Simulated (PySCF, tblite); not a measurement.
# C₅H₈BPS: dynamics, then NMR shifts on frames

How do NMR shifts of C₅H₈BPS (`Cc1ccc(BP)s1`) change as the atoms move?

Computed with tblite 0.8.0 and PySCF 2.14.0, with density-fitted response routines of our own, on a single molecule in the gas phase. Atoms are numbered from 0 throughout.

## Step 1: Starting geometry

16 atoms, charge 0, multiplicity 1; geometry from: GFN2-xTB.

Bonds of the start (Å): C0–C1 1.49, C1–C2 1.37, C2–C3 1.40, C3–C4 1.38, C4–B5 1.52, B5–P6 1.88, C4–S7 1.75, S7–C1 1.72, C0–H8 1.09, C0–H9 1.09, C0–H10 1.09, C2–H11 1.08, C3–H12 1.08, B5–H13 1.17, P6–H14 1.38, P6–H15 1.38.

## Step 2: A short Langevin run with GFN2-xTB

The job: settings as JSON, then the geometry in Å.

```
{"job": {"kind": "md", "xc": "GFN2-xTB", "basis": "xTB", "temperature": 300, "steps": 2000, "every": 50, "frames": 5}, "charge": 0, "multiplicity": 1}
C     -2.687722    -1.105705    -0.637805
C     -1.497985    -0.348866    -0.167194
C     -1.468979     0.761444     0.631955
C     -0.172208     1.240880     0.856825
C      0.824425     0.515476     0.237898
B      2.323022     0.766725     0.292591
P      3.566103    -0.242668    -0.686475
S      0.092201    -0.808523    -0.647158
H     -2.453832    -2.162071    -0.751048
H     -3.509933    -0.994529     0.066108
H     -3.015250    -0.728384    -1.607981
H     -2.355577     1.212785     1.042398
H      0.044575     2.104747     1.460797
H      2.710259     1.705737     0.879558
H      3.049430    -1.516118    -0.541777
H      4.543872    -0.391984     0.277993
```

With the program's defaults for keys left out, this is: GFN2-xTB Langevin dynamics, gas phase.

On the command line:

```bash
OMP_NUM_THREADS=1 python probes_run.py task.json out
```

This one command runs all jobs of the session in turn.

Log:

```text
t/fs     T/K      E/eV
    0.0   244.0   -591.92730
   25.0   174.1   -591.73000
   50.0   171.3   -591.64444
   75.0   138.8   -591.56940
  100.0   220.8   -591.54272
  125.0   213.8   -591.52843
  150.0   209.8   -591.47624
  175.0   258.3   -591.37460
  200.0   298.7   -591.44356
  225.0   255.6   -591.35034
  250.0   226.9   -591.47022
  275.0   246.0   -591.49883
  300.0   294.9   -591.40513
  325.0   284.4   -591.37525
  350.0   298.1   -591.45985
  375.0   276.4   -591.46709
  400.0   240.3   -591.38047
  425.0   246.9   -591.32695
  450.0   186.2   -591.33304
  475.0   335.1   -591.38451
  500.0   347.8   -591.24478
  525.0   362.3   -591.49156
  550.0   388.7   -591.58475
  575.0   245.9   -591.43110
  600.0   288.6   -591.47812
  625.0   247.5   -591.24497
  650.0   250.3   -591.48369
  675.0   158.8   -591.38909
  700.0   257.0   -591.41250
  725.0   328.3   -591.50421
  750.0   264.7   -591.42197
  775.0   259.0   -591.41816
  800.0   317.8   -591.33129
  825.0   330.3   -591.50911
  850.0   254.1   -591.48428
  875.0   206.2   -591.31111
  900.0   291.3   -591.51049
  925.0   273.3   -591.50656
  950.0   224.8   -591.51126
  975.0   274.8   -591.57444
 1000.0   168.7   -591.55544
```

Run time: 13 s. Hardware: 1 thread of Arm Neoverse V2, shared host; peak memory 0.19 GiB.

Distance from the start (root mean square after alignment): 0 fs 0.00 Å, 200 fs 0.14 Å, 400 fs 0.51 Å, 600 fs 0.29 Å, 800 fs 0.23 Å, 1000 fs 0.27 Å.

Positions (Å) and forces (eV/Å) at 1000 fs:

```xyz
16

C    -3.226   -0.168    0.432   -0.442    0.028    1.200
C    -1.880    0.262    0.871    0.331   -0.786   -0.720
C    -1.583    0.977    1.984    1.097   -0.059   -0.030
C    -0.206    1.119    2.206    0.491   -0.325   -1.351
C     0.558    0.583    1.174    0.038   -0.350    0.792
B     2.072    0.660    1.262    0.357   -0.249   -1.460
P     3.078    0.429   -0.361    0.535   -0.264    0.812
S    -0.445   -0.281   -0.016   -0.325    1.200    1.379
H    -3.322   -1.231    0.250    0.211   -0.212    0.191
H    -3.934    0.145    1.212    0.069   -0.329   -0.058
H    -3.561    0.310   -0.444   -0.107    0.714   -1.286
H    -2.249    1.423    2.655   -1.113    0.251    0.551
H     0.331    1.630    2.989   -0.517    0.032    0.094
H     2.621    1.083    2.201   -0.052   -0.016    0.025
H     2.490   -0.673   -0.983    0.082    0.104    0.314
H     4.203   -0.253    0.200   -0.655    0.261   -0.453
```

## Step 3: NMR shieldings: 250 fs, PBE0/pcSseg-1

The job: settings as JSON, then the geometry in Å.

```
{"job": {"kind": "nmr", "xc": "PBE0", "basis": "pcSseg-1", "pop": false}, "charge": 0, "multiplicity": 1}
C     -3.211400    -0.660900    -0.729000
C     -1.923000    -0.320900    -0.030300
C     -1.725200     0.287200     1.167600
C     -0.310400     0.448500     1.494000
C      0.557700     0.072000     0.519000
B      2.078500     0.210700     0.486300
P      3.090800    -0.310200    -0.989000
S     -0.391200    -0.586800    -0.865300
H     -3.153300    -1.670900    -1.067900
H     -4.004000    -0.464600    -0.119300
H     -3.350700    -0.033200    -1.649800
H     -2.549200     0.679900     1.792800
H      0.024300     1.003400     2.352600
H      2.685800     0.981100     1.281600
H      2.764500    -1.613300    -1.368100
H      4.210000    -0.639900    -0.304700
```

With the program's defaults for keys left out, this is: GIAO PBE0/pcSseg-1 NMR shielding, non-relativistic, gas phase.

Log:

```text
coarse grid: 14728 points
cycle   1  E = -959.0343402511  dE =  1.053e+00  |g| = 3.406e-01  |ddm| = 3.894e+00
cycle   2  E = -959.0207541897  dE =  1.359e-02  |g| = 4.092e-01  |ddm| = 8.076e-01
cycle   3  E = -959.0642147390  dE = -4.346e-02  |g| = 1.199e-01  |ddm| = 5.320e-01
cycle   4  E = -959.0681442391  dE = -3.930e-03  |g| = 3.156e-02  |ddm| = 1.547e-01
cycle   5  E = -959.0683603003  dE = -2.161e-04  |g| = 1.336e-02  |ddm| = 4.594e-02
cycle   6  E = -959.0684105558  dE = -5.026e-05  |g| = 4.450e-03  |ddm| = 2.271e-02
cycle   7  E = -959.0684152344  dE = -4.679e-06  |g| = 1.462e-03  |ddm| = 5.543e-03
final grid: 133896 points
cycle   8  E = -959.1180875389  dE = -2.392e-05  |g| = 9.156e-03  |ddm| = 3.319e-02
cycle   9  E = -959.1180619290  dE =  2.561e-05  |g| = 1.314e-02  |ddm| = 2.315e-02
cycle  10  E = -959.1181094223  dE = -4.749e-05  |g| = 1.348e-03  |ddm| = 1.615e-02
cycle  11  E = -959.1181099312  dE = -5.089e-07  |g| = 3.626e-04  |ddm| = 2.087e-03
cycle  12  E = -959.1181099622  dE = -3.105e-08  |g| = 1.140e-04  |ddm| = 3.994e-04
cycle  13  E = -959.1181099653  dE = -3.019e-09  |g| = 3.217e-05  |ddm| = 1.235e-04
cycle  14  E = -959.1181099656  dE = -3.001e-10  |g| = 6.766e-06  |ddm| = 5.103e-05
converged SCF energy = -959.1181099656

GIAO shielding tensors (ppm)
atom      isotropic    diamagn.    paramagn.     s11        s22        s33       span
  0 C      169.987     243.881     -73.894    150.092    167.381    192.488     42.396
  1 C       16.552     269.394    -252.842    -71.843     -2.639    124.138    195.981
  2 C       51.213     254.498    -203.285    -25.517     53.273    125.881    151.399
  3 C       34.538     253.165    -218.627    -35.789     10.180    129.222    165.011
  4 C       22.721     260.264    -237.544    -58.230      3.242    123.150    181.380
  5 B       31.775     192.918    -161.144    -55.974     27.806    123.491    179.464
  6 P      513.903     967.487    -453.584    437.491    507.729    596.489    158.998
  7 S      196.126    1060.852    -864.726     34.471    242.269    311.638    277.167
  8 H       29.418      28.397       1.021     24.072     28.721     35.461     11.388
  9 H       30.803      29.562       1.241     25.690     29.599     37.120     11.430
 10 H       28.427      27.354       1.073     23.642     26.861     34.778     11.136
 11 H       24.161      31.632      -7.471     21.216     24.044     27.223      6.008
 12 H       24.326      32.217      -7.892     21.593     24.513     26.871      5.278
 13 H       23.170      28.296      -5.125     19.037     23.501     26.973      7.936
 14 H       28.444      30.449      -2.005     23.005     27.581     34.747     11.742
 15 H       29.419      28.968       0.450     24.233     26.999     37.024     12.791
```

It took 22 s on 1 thread of Arm Neoverse V2, shared host; peak memory 0.84 GiB.

The references, computed at this level on geometries of the same kind, shield at (ppm): 1H TMS 31.72, 13C TMS 186.9, 31P H3PO4 318.4, 11B BF3·OEt2 100.1, 33S CS2 504. Their shielding less the atom's gives the shift. The references are single molecules in the gas phase, so shifts against H2O, NH3, PH3, H3PO4 or CFCl3 are not on the usual liquid scales and can be off by tens of ppm. Each atom is listed at this fixed geometry, with no averaging over motion; a spectrum would average atoms that exchange fast.

```
atoms                                          environment  σ (ppm)  δ (ppm)
   C1  substituted aromatic carbon next to the ring sulfur     16.6    170.4
   C4  substituted aromatic carbon next to the ring sulfur     22.7    164.2
   C3                                          aromatic CH     34.5    152.4
   C2                                          aromatic CH     51.2    135.7
   C0                    methyl carbon on an aromatic ring    170.0     16.9
  H13                   hydrogen on a boron bonded to C, P    23.17     8.55
  H11                           hydrogen on an aromatic CH    24.16     7.56
  H12                           hydrogen on an aromatic CH    24.33     7.39
  H10      hydrogen on a methyl carbon on an aromatic ring    28.43     3.29
  H14                 hydrogen on a phosphorus bonded to B    28.44     3.27
   H8      hydrogen on a methyl carbon on an aromatic ring    29.42     2.30
  H15                 hydrogen on a phosphorus bonded to B    29.42     2.30
   H9      hydrogen on a methyl carbon on an aromatic ring    30.80     0.91
   B5                              boron bonded to C, P, H     31.8     68.3
   P6                          phosphorus bonded to B, 2 H    513.9   -195.5
   S7                                 aromatic ring sulfur      196      308
```

Ring of atoms C1, C2, C3, C4, S7: NICS(0) -9.4, NICS(1) -9.4, NICS(1)zz -19.7 ppm (means of both faces).

## Step 4: Shielding tensors: 425 fs, PBE0/pcSseg-1

The job: settings as JSON, then the geometry in Å.

```
{"job": {"kind": "nmr", "xc": "PBE0", "basis": "pcSseg-1", "pop": false}, "charge": 0, "multiplicity": 1}
C     -3.633600    -0.635900    -0.253400
C     -2.372400    -0.307100     0.354600
C     -2.052500     0.435300     1.483300
C     -0.673800     0.523300     1.692800
C      0.163500    -0.089400     0.752900
B      1.671800    -0.284100     0.740400
P      2.613400    -0.322300    -0.872700
S     -0.838800    -0.752000    -0.409200
H     -3.764000    -1.664200    -0.081100
H     -4.414100    -0.098300     0.289400
H     -3.603400    -0.454700    -1.291300
H     -2.670100     1.017000     2.170000
H     -0.247900     0.940900     2.591200
H      2.301900    -0.131500     1.684700
H      1.843200    -1.142800    -1.612800
H      3.372900    -1.486700    -0.587800
```

With the program's defaults for keys left out, this is: GIAO PBE0/pcSseg-1 NMR shielding, non-relativistic, gas phase.

Log:

```text
coarse grid: 14728 points
cycle   1  E = -959.0194884694  dE =  1.325e+00  |g| = 3.717e-01  |ddm| = 3.967e+00
cycle   2  E = -958.9941236675  dE =  2.536e-02  |g| = 4.831e-01  |ddm| = 9.584e-01
cycle   3  E = -959.0550119177  dE = -6.089e-02  |g| = 1.371e-01  |ddm| = 6.429e-01
cycle   4  E = -959.0598372211  dE = -4.825e-03  |g| = 3.814e-02  |ddm| = 1.649e-01
cycle   5  E = -959.0601191179  dE = -2.819e-04  |g| = 2.105e-02  |ddm| = 7.191e-02
cycle   6  E = -959.0602494617  dE = -1.303e-04  |g| = 4.262e-03  |ddm| = 3.171e-02
cycle   7  E = -959.0602536054  dE = -4.144e-06  |g| = 1.671e-03  |ddm| = 5.381e-03
final grid: 133896 points
cycle   8  E = -959.1082294532  dE = -2.904e-05  |g| = 1.015e-02  |ddm| = 3.754e-02
cycle   9  E = -959.1082018635  dE =  2.759e-05  |g| = 1.419e-02  |ddm| = 2.694e-02
cycle  10  E = -959.1082560564  dE = -5.419e-05  |g| = 1.582e-03  |ddm| = 1.821e-02
cycle  11  E = -959.1082567167  dE = -6.603e-07  |g| = 4.939e-04  |ddm| = 2.418e-03
cycle  12  E = -959.1082567786  dE = -6.189e-08  |g| = 1.505e-04  |ddm| = 6.373e-04
cycle  13  E = -959.1082567838  dE = -5.248e-09  |g| = 5.871e-05  |ddm| = 1.924e-04
cycle  14  E = -959.1082567846  dE = -8.181e-10  |g| = 2.039e-05  |ddm| = 7.069e-05
converged SCF energy = -959.1082567846

GIAO shielding tensors (ppm)
atom      isotropic    diamagn.    paramagn.     s11        s22        s33       span
  0 C      173.000     244.483     -71.483    158.861    169.139    191.000     32.139
  1 C       10.818     273.890    -263.072    -68.006    -13.791    114.251    182.257
  2 C       54.802     255.274    -200.472    -25.724     45.409    144.720    170.444
  3 C       36.348     252.297    -215.949    -35.127     14.792    129.378    164.506
  4 C       40.394     259.683    -219.289    -47.774     16.797    152.160    199.935
  5 B       27.650     193.495    -165.845    -61.945     11.949    132.946    194.891
  6 P      554.209     967.460    -413.251    491.639    535.177    635.811    144.172
  7 S      203.654    1061.772    -858.118     25.878    270.342    314.743    288.864
  8 H       29.579      27.830       1.750     24.660     28.247     35.830     11.170
  9 H       28.770      27.007       1.764     23.359     27.831     35.121     11.762
 10 H       29.359      29.151       0.209     23.409     29.338     35.331     11.922
 11 H       24.019      31.929      -7.911     21.278     24.671     26.107      4.829
 12 H       24.417      32.205      -7.788     21.007     24.613     27.632      6.625
 13 H       23.658      30.795      -7.137     17.406     25.245     28.323     10.917
 14 H       29.862      32.653      -2.790     23.604     29.552     36.431     12.828
 15 H       28.963      28.215       0.748     24.267     26.236     36.385     12.119
```

Wall time 21 s (1 thread of Arm Neoverse V2, shared host); peak memory 0.83 GiB.

This run: δ C1 176.1, C3 150.6, C4 146.5, C2 132.1, H13 8.06, H11 7.70 ppm.

(Part 1 of 2 ends here.)
